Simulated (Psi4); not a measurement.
# A workflow on SnSiH5O (SMILES [SiH3][O][SnH2])

Wanted: a series of 8 runs (UTPSSh-D3(BJ)/def2-SVP) of H5OSiSn. 

Program for the calculation: Psi4 1.11.

## Step 1: The structure to begin with

SnSiH5O: 8 atoms, total charge 0, spin state doublet. As SMILES, `[SiH3][O][SnH2]`. The coordinates come from a PBE0-D4/def2-TZVP relaxation. This is one conformer, not always the lowest.

Bond lengths: Si1–O2 1.631 Å, O2–Sn3 1.970 Å, Si1–H4 1.493 Å, Si1–H5 1.487 Å, Si1–H6 1.489 Å, Sn3–H7 1.723 Å, Sn3–H8 1.730 Å. Angles: Si1–O2–Sn3 136.4°, O2–Si1–H4 111.2°, O2–Si1–H5 109.2°, O2–Si1–H6 111.0°, O2–Sn3–H7 102.4°, O2–Sn3–H8 105.0°, H4–Si1–H5 108.7°, H4–Si1–H6 107.9°, H5–Si1–H6 108.8°, H7–Sn3–H8 112.5°.

## Step 2: The energy at UTPSSh-D3(BJ)/def2-SVP (density fitting, core potential) (run 1)

Input file h5osisn.in:

```
memory 1600 MB

molecule m {
  0 2
  Si    -0.737900     1.075100    -0.480800
  O      0.586900     0.306200     0.078800
  Sn     0.956500    -1.332100     1.108000
  H     -1.877900     0.127700    -0.658800
  H     -0.424600     1.696400    -1.794600
  H     -1.173500     2.142300     0.461900
  H      2.665400    -1.489100     0.950500
  H      0.097400    -2.583700     0.279200
  symmetry c1
}

set basis def2-SVP
set reference uks

energy('tpssh-d3bj2b')
```

Command:

```bash
$ psi4 -i h5osisn.in -o h5osisn.out -n 1
```

h5osisn.out:

```text
[...]
    !!!  WARNING: ECP capability is in beta. Please check occupations closely.  !!!
[...]
  Running in c1 symmetry.
[...]
  Nuclear repulsion =  182.370552065504938
[...]
  Multiplicity = 2
[...]
  Nalpha       = 25
  Nbeta        = 24
[...]
    Number of basis functions: 83
[...]
   @DF-UKS iter   1:  -581.56585747158420   -1.32333e+00   9.19065e-03 DIIS/ADIIS
[...]
   @DF-UKS iter   9:  -581.81834582633633   -1.84893e-08   5.05238e-07 DIIS
[...]
   @S^2 Observed:                7.521455240E-01
[...]
  @DF-UKS Final Energy:  -581.81834582633633
   => Energetics <=
    Nuclear Repulsion Energy =            182.3705520655049384
    One-Electron Energy =               -1247.3730073981023452
    Two-Electron Energy =                 527.8556158353105729
    DFT Exchange-Correlation Energy =     -44.6647456278890189
    Empirical Dispersion Energy =          -0.0067607011603384
    VV10 Nonlocal Energy =                  0.0000000000000000
    Total Energy =                       -581.8183458263363264
[...]
 Multipole Moments:
 ------------------------------------------------------------------------------------
     Multipole            Electronic (a.u.)      Nuclear  (a.u.)        Total (a.u.)
 ------------------------------------------------------------------------------------
 L = 1.  Multiply by 2.5417464519 to convert [e a0] to [Debye]
 Dipole X            :         28.5940791          -28.5367486            0.0573305
 Dipole Y            :        -46.4866627           45.9337313           -0.5529314
 Dipole Z            :         33.0889089          -32.6286485            0.4602604
 Magnitude           :                                                    0.7217060
[...]
```

Run time: 23 s. Hardware: 1 thread of AMD EPYC 7R43 (Zen 3), shared host; peak memory 1.1 GiB.

## Step 3: The distorted shape: a single-point energy at UTPSSh-D3(BJ)/def2-SVP (density fitting, core potential) (run 2)

Input file calc.dat:

```
memory 1600 MB

molecule molecule1 {
  0 2
  Si
  O 1 r2
  Sn 2 r3 1 a3
  H 1 r4 2 a4 3 d4
  H 1 r5 4 a5 2 d5
  H 1 r6 5 a6 4 d6
  H 3 r7 2 a7 1 d7
  H 3 r8 7 a8 2 d8

  r2 = 1.630783
  r3 = 1.969742
  a3 = 136.37606
  r4 = 1.492934
  a4 = 111.22512
  d4 = -24.69566
  r5 = 1.486688
  a5 = 108.70862
  d5 = 120.28181
  r6 = 1.2657
  a6 = 108.75933
  d6 = -117.20811
  r7 = 1.723309
  a7 = 102.36215
  d7 = 169.29388
  r8 = 1.729585
  a8 = 112.50934
  d8 = 112.15162
  symmetry c1
}

set {
  basis     def2-SVP
  reference uks
}

set reference uhf
set stability_analysis follow
set max_attempts 5
energy('scf')
set reference uks
set stability_analysis none
set guess read
set guess_mix false

e_tot, wfn = energy('tpssh-d3(bj)', return_wfn=True)
print_variables()
```

Command:

```bash
$ psi4 calc.dat calc.out -n 1
```

calc.out:

```text
[...]
    !!!  WARNING: ECP capability is in beta. Please check occupations closely.  !!!
[...]
  Running in c1 symmetry.
[...]
  Nuclear repulsion =  183.512364666837158
[...]
  Multiplicity = 2
[...]
  Nalpha       = 25
  Nbeta        = 24
[...]
    Number of basis functions: 83
[...]
   @DF-UHF iter   1:  -579.75068667844005   -2.08313e+00   6.38095e-03 ADIIS/DIIS
[...]
    !!!  WARNING: ECP capability is in beta. Please check occupations closely.  !!!
[...]
   @DF-UKS iter   7:  -581.79442518427720   -5.41239e-08   9.12757e-07 DIIS
[...]
   @S^2 Observed:                7.521591376E-01
[...]
  @DF-UKS Final Energy:  -581.79442518427720
   => Energetics <=
    Nuclear Repulsion Energy =            183.5123646668371862
    One-Electron Energy =               -1249.7141111814212309
    Two-Electron Energy =                 529.1369898385120223
    DFT Exchange-Correlation Energy =     -44.7228629162318896
    Empirical Dispersion Energy =          -0.0068055919733084
    VV10 Nonlocal Energy =                  0.0000000000000000
    Total Energy =                       -581.7944251842772019
[...]
 Multipole Moments:
 ------------------------------------------------------------------------------------
     Multipole            Electronic (a.u.)      Nuclear  (a.u.)        Total (a.u.)
 ------------------------------------------------------------------------------------
 L = 1.  Multiply by 2.5417464519 to convert [e a0] to [Debye]
 Dipole X            :         -2.6796983            2.4597948           -0.2199035
 Dipole Y            :        -29.5444081           29.0264373           -0.5179709
 Dipole Z            :         56.3284072          -55.9291762            0.3992310
 Magnitude           :                                                    0.6899542
[...]
```

Run time: 23 s. Hardware: 1 thread of AMD EPYC 7R43 (Zen 3), shared host; peak memory 1.1 GiB.

Runs 3 to 7 aren't shown in full; the table further down has their settings and results.

## Step 4: The distorted shape: a single-point energy at UTPSSh-D3(BJ)/def2-SVP (density fitting, core potential) (run 8)

Input file h5osisn.xyz:

```xyz
8
H5OSiSn
Si     0.133292    -1.059281    -2.366183
O      1.458092    -1.828181    -1.806583
Sn     1.827692    -3.466481    -0.777383
H     -1.006708    -2.006681    -2.544183
H      0.446592    -0.437981    -3.679983
H     -1.173500     2.142300     0.461900
H      3.536592    -3.623481    -0.934883
H      0.968592    -4.718081    -1.606183
```

Input file job.py:

```python
import psi4

psi4.set_memory('1600 MB')
psi4.set_num_threads(1)
psi4.set_output_file('output.dat', False)

with open('h5osisn.xyz') as f:
    atoms = ''.join(f.readlines()[2:])
geom = psi4.geometry('0 2\n' + atoms + 'symmetry c1')

psi4.set_options({
    'basis': 'def2-SVP',
    'reference': 'uks',
})

psi4.set_options({'reference': 'uhf', 'stability_analysis': 'follow', 'max_attempts': 5})
psi4.energy('scf')
psi4.set_options({'reference': 'uks', 'stability_analysis': 'none', 'guess': 'read', 'guess_mix': False})

e_tot, wfn = psi4.energy('tpssh-d3bj', return_wfn=True)
print('E =', round(e_tot, 9))
```

Command:

```bash
$ python job.py
```

output.dat:

```text
[...]
    !!!  WARNING: ECP capability is in beta. Please check occupations closely.  !!!
[...]
  Running in c1 symmetry.
[...]
  Nuclear repulsion =  176.886035655711368
[...]
  Multiplicity = 2
[...]
  Nalpha       = 25
  Nbeta        = 24
[...]
    Number of basis functions: 83
[...]
   @DF-UHF iter   1:  -579.48270049066616   -2.16459e+00   6.25832e-03 ADIIS/DIIS
[...]
    !!!  WARNING: ECP capability is in beta. Please check occupations closely.  !!!
[...]
   @DF-UKS iter   7:  -581.66497964110522   -4.33188e-08   9.13985e-07 DIIS
[...]
   @S^2 Observed:                1.748667953E+00
[...]
  @DF-UKS Final Energy:  -581.66497964110522
   => Energetics <=
    Nuclear Repulsion Energy =            176.8860356557113676
    One-Electron Energy =               -1236.2513802571054384
    Two-Electron Energy =                 522.2896357064601034
    DFT Exchange-Correlation Energy =     -44.5826699596434395
    Empirical Dispersion Energy =          -0.0066007865277892
    VV10 Nonlocal Energy =                  0.0000000000000000
    Total Energy =                       -581.6649796411052193
[...]
 Multipole Moments:
 ------------------------------------------------------------------------------------
     Multipole            Electronic (a.u.)      Nuclear  (a.u.)        Total (a.u.)
 ------------------------------------------------------------------------------------
 L = 1.  Multiply by 2.5417464519 to convert [e a0] to [Debye]
 Dipole X            :         29.8050922          -29.7017467            0.1033455
 Dipole Y            :        -49.3895625           48.7879240           -0.6016385
 Dipole Z            :         30.6143304          -30.1074275            0.5069029
 Magnitude           :                                                    0.7934732
[...]
```

On the terminal:

```text
E = -581.664979641
```

Run time: 25 s. Hardware: 1 thread of AMD EPYC 7R43 (Zen 3), shared host; peak memory 1 GiB.

## Step 5: All runs side by side

| run | start | partner | energy (Eh) | dipole moment (D) | HOMO energy (eV) | LUMO energy (eV) | wall time |
| --- | --- | --- | --- | --- | --- | --- | --- |
| 1 | – | base | -581.818346 | 1.83 | -5.83 | -3.83 | 23 s |
| 2 | stable UHF solution | Si1–H6 1.27 Å | -581.794425 | 1.75 | -5.79 | -3.80 | 23 s |
| 3 | stable UHF solution | Si1–H6 1.71 Å | -581.806675 | 2.03 | -5.88 | -3.88 | 23 s |
| 4 | stable UHF solution | Si1–H6 1.94 Å | -581.783270 | 2.34 | -5.94 | -3.94 | 24 s |
| 5 | stable UHF solution | Si1–H6 2.23 Å | -581.748229 | 2.86 | -6.02 | -4.02 | 30 s |
| 6 | stable UHF solution | Si1–H6 2.68 Å | -581.703492 | 3.26 | -5.73 | -4.09 | 30 s |
| 7 | stable UHF solution | Si1–H6 3.28 Å | -581.679363 | 2.87 | -5.37 | -4.05 | 27 s |
| 8 | stable UHF solution | Si1–H6 4.47 Å | -581.664980 | 2.02 | -4.98 | -3.90 | 25 s |

## Step 6: What came out

| quantity | value |
| --- | --- |
| distorted shape, run 8: total energy | -581.66498 Eh |
| distorted shape, run 8: dipole moment | 2.02 D |
| distorted shape, run 8: HOMO energy (highest over α and β) | -4.98 eV |
| distorted shape, run 8: LUMO energy (lowest over α and β) | -3.90 eV |
| distorted shape, run 8: dispersion energy | -17.33 kJ/mol |
| distorted shape, run 8: ⟨S²⟩ | 1.749 |
| energy change with the Si1–H6 bond stretched from 1.489 to 2.680 Å | 3.125 eV |
| energy change with the Si1–H6 bond stretched from 1.489 to 4.467 Å | 4.173 eV |
| energy change with the Si1–H6 bond stretched from 1.489 to 1.936 Å | 0.954 eV |
| energy change with the Si1–H6 bond stretched from 1.489 to 2.234 Å | 1.908 eV |
| energy change with the Si1–H6 bond stretched from 1.489 to 3.276 Å | 3.782 eV |
| energy change with the Si1–H6 bond stretched from 1.489 to 1.712 Å | 0.318 eV |
| energy change with the Si1–H6 bond shortened from 1.489 to 1.266 Å | 0.651 eV |

What this shows: With the Si1–H6 bond stretched from 1.489 to 2.680 Å the energy rises by 3.13 eV (72 kcal/mol). The first shape isn't relaxed at this level, so the change isn't measured from a minimum. With the Si1–H6 bond stretched from 1.489 to 4.467 Å the energy rises by 4.17 eV (96 kcal/mol). With the Si1–H6 bond stretched from 1.489 to 1.936 Å the energy rises by 0.95 eV (92.1 kJ/mol). With the Si1–H6 bond stretched from 1.489 to 2.234 Å the energy rises by 1.91 eV (44 kcal/mol). With the Si1–H6 bond stretched from 1.489 to 3.276 Å the energy rises by 3.78 eV (87 kcal/mol). With the Si1–H6 bond stretched from 1.489 to 1.712 Å the energy rises by 0.32 eV (7.3 kcal/mol). The lowest energy is that of run 1; the highest lies 4.173 eV above it. Spin contamination of the reference: run 8 ⟨S²⟩ = 1.75, run 7 ⟨S²⟩ = 1.51, run 6 ⟨S²⟩ = 1.04. Where it is this large, the reference is a mixture of spin states, and values that rest on it are in doubt. All runs together took 3.4 min, the longest 30 s.
